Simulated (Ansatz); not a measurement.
**C₂H₇BO: a ladder of functionals and wavefunction methods**

An exercise on one series of results from a longer session: the logs are not shown, and one member is left open.

Computed with Ansatz 0.2.0, Gaussian basis. Level: functionals in def2-TZVPP, the program's frozen cores in correlated methods.

The runs, in order: LDA (SPW92), PBE-D4, revPBE-D4, BLYP-D4, r2SCAN-D4, B97M-V, PBE0-D4, B3LYP-D4, r2SCANh-D4, r2SCAN0-D4, HSE06-D4, BHLYP-D4, CAM-B3LYP-D4, LC-ωPBE, ωB97X-V, ωB97M-V, B2PLYP, PBE-QIDH; CCSD(T)/def2-SVP; CCSD(T)/def2-TZVPP; MP2/def2-QZVPP; extrapolation to the limit; RPA on PBE.

### The geometry

An earlier PBE0-D4 in a triple-zeta def2 set relaxation fixed the geometry.

SMILES `CBOC`, 11 atoms, charge 0, spin multiplicity 1.

Atoms are counted from 1 here; the program's logs count them from 0.

Bond lengths: C1–B2 1.560 Å, C1–H5 1.091 Å, C1–H6 1.096 Å, C1–H7 1.096 Å, B2–O3 1.348 Å, B2–H8 1.208 Å, O3–C4 1.411 Å, C4–H9 1.092 Å, C4–H10 1.094 Å, C4–H11 1.092 Å. Angles: B2–C1–H5 113.4°, B2–C1–H6 110.3°, B2–C1–H7 110.1°, H5–C1–H6 108.8°, H5–C1–H7 108.7°, H6–C1–H7 105.4°, C1–B2–O3 119.6°, C1–B2–H8 122.1°, O3–B2–H8 118.4°, B2–O3–C4 122.3°, O3–C4–H9 109.0°, O3–C4–H10 111.4°, O3–C4–H11 109.1°, H9–C4–H10 109.4°, H9–C4–H11 108.6°, H10–C4–H11 109.4°.

As a file:

```
C    -1.3062    1.3417   -0.3647
B    -0.4347    0.2067    0.2571
O     0.6266   -0.2671   -0.4252
C     1.4544   -1.2897    0.0839
H    -0.9660    1.6570   -1.3526
H    -2.3514    1.0213   -0.4376
H    -1.3157    2.2146    0.2979
H    -0.6787   -0.2682    1.3408
H     1.4464   -2.1330   -0.6101
H     1.1138   -1.6261    1.0674
H     2.4768   -0.9142    0.1637
```

Set-up of the first run:

File in.yaml:

```yaml
crystal:
  periodic: [false, false, false]
  atoms:
    - {symbol: C, position_ang: [-1.306178, 1.341721, -0.364660]}
    - {symbol: B, position_ang: [-0.434742, 0.206713, 0.257144]}
    - {symbol: O, position_ang: [0.626589, -0.267081, -0.425187]}
    - {symbol: C, position_ang: [1.454388, -1.289749, 0.083901]}
    - {symbol: H, position_ang: [-0.966020, 1.656976, -1.352645]}
    - {symbol: H, position_ang: [-2.351375, 1.021270, -0.437576]}
    - {symbol: H, position_ang: [-1.315716, 2.214607, 0.297901]}
    - {symbol: H, position_ang: [-0.678739, -0.268183, 1.340799]}
    - {symbol: H, position_ang: [1.446440, -2.132991, -0.610124]}
    - {symbol: H, position_ang: [1.113804, -1.626117, 1.067402]}
    - {symbol: H, position_ang: [2.476849, -0.914165, 0.163744]}
basis:
  gaussian: {orbitals: def2-TZVPP}
hamiltonian: {xc: lda}
output: {orbitals: {seedname: orbitals}}
```

Among the steps run: LDA; PBE-D4 (GGA); revPBE-D4 (GGA); BLYP-D4 (GGA); r2SCAN-D4 (meta-GGA); B97M-V (meta-GGA); PBE0-D4 (hybrid); B3LYP-D4 (hybrid); r2SCANh-D4 (hybrid); r2SCAN0-D4 (hybrid); HSE06-D4 (hybrid); BHLYP-D4 (hybrid); CAM-B3LYP-D4 (range-separated); LC-ωPBE-D4 (range-separated; the results give it without D4); ωB97X-V (range-separated); ωB97M-V (range-separated); B2PLYP (double hybrid); PBE-QIDH (double hybrid).

One table of the session follows, with a row left open; its other results are not shown here.

It belongs to the step «Frontier levels by functional». 

```
  functional  HOMO (eV)  gap (eV)
 LDA (SPW92)      -6.99      5.97
      PBE-D4      -6.90      6.14
   revPBE-D4      -6.86      6.20
     BLYP-D4      -6.83      6.20
   r2SCAN-D4      -7.21      6.84
      B97M-V      -7.34      6.91
     PBE0-D4      -8.37      8.61
    B3LYP-D4          ?         ?
  r2SCANh-D4      -7.75      7.74
  r2SCAN0-D4      -8.58      9.06
    HSE06-D4      -7.96      7.82
    BHLYP-D4      -9.80     11.02
CAM-B3LYP-D4      -9.84     11.14
     LC-ωPBE     -11.18     13.70
     ωB97X-V     -10.85     13.23
     ωB97M-V     -10.73     12.80
```

**Question.** Estimate the row for B3LYP-D4.

Worked estimate for «HOMO (eV)». Against the share of exact exchange, BLYP-D4 (0, -6.83), BHLYP-D4 (0.5, -9.80) give a slope of -5.94 per unit share; at 0.2 the line stands at -8.02.

As computed: HOMO (eV): -8.17; gap (eV): 8.16. In «HOMO (eV)» the line misses by +0.15.
